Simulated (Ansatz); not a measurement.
Working through energies of removing a hydrogen of AsH3OSSe, SMILES O[As](S)[SeH]

Computed with Ansatz 0.2.0, Python API.

Notebook, run cell by cell (the value of a cell's last expression is shown):

**Cell 1**
```python
import ansatz as az
```

**Cell 2**
```python
def total_energy(molecule, charge=0, unpaired=0):
    calc = molecule.calculation().basis(gaussian="def2-SVP").functional("r2scan0")
    if charge:
        calc = calc.charge(charge)
    if unpaired:
        calc = calc.spin("collinear", total=unpaired)
    return calc.run(threads=1, backend="cpu").report["free_energy_ev"]
```

**Cell 3**
```python
def without(molecule, index):
    rest = az.Crystal.molecule()
    for i, site in enumerate(molecule.cartesian_sites):
        if i != index:
            rest = rest.atom(site.symbol, site.position_ang)
    return rest

system = (
    az.Crystal.molecule()
    .atom("O", [-1.3801, 0.2368, -1.1843])
    .atom("As", [0.288, 0.8742, -0.8985])
    .atom("S", [-0.046, 1.0689, 1.3281])
    .atom("Se", [1.2634, -1.3334, -0.7198])
    .atom("H", [-1.6258, -0.3796, -0.4983])
    .atom("H", [1.3685, 1.2179, 1.5695])
    .atom("H", [0.1932, -1.7528, 0.3575])
)
```

**Cell 4**
```python
whole = total_energy(system, 0)
hydrogen = total_energy(az.Crystal.molecule().atom("H", (0, 0, 0)), 0, 1)
print(f"E(molecule) = {whole:.5f} eV, E(H) = {hydrogen:.5f} eV")
for index in [4, 5, 6]:
    radical = total_energy(without(system, index), 0, 1)
    print(f"H{index}: homolysis {96.485332 * (radical + hydrogen - whole):.1f} kJ/mol")
    anion = total_energy(without(system, index), -1)
    print(f"H{index}: loss of a proton {96.485332 * (anion - whole):.1f} kJ/mol")
```
Output:
```text
E(molecule) = -139099.41753 eV, E(H) = -13.58464 eV
H4: homolysis 452.1 kJ/mol
H4: loss of a proton 1530.0 kJ/mol
H5: homolysis 344.1 kJ/mol
H5: loss of a proton 1411.6 kJ/mol
H6: homolysis 313.5 kJ/mol
H6: loss of a proton 1403.0 kJ/mol
```

Notes:
- Total energies depend on the basis set; only differences at equal settings carry meaning.
- The geometry is a force-field or estimated start, not a minimum of this method, and the basis set is short of its limit. All parts are taken at fixed geometry, without zero-point energy.
- The spin-orbit lowering of heavy atoms is left out.
- Anions want diffuse functions, which this basis lacks.
- Wall time of the script: 2.5 min on 1 thread of Arm Neoverse V1, on a shared host, peak memory 0.54 GiB.
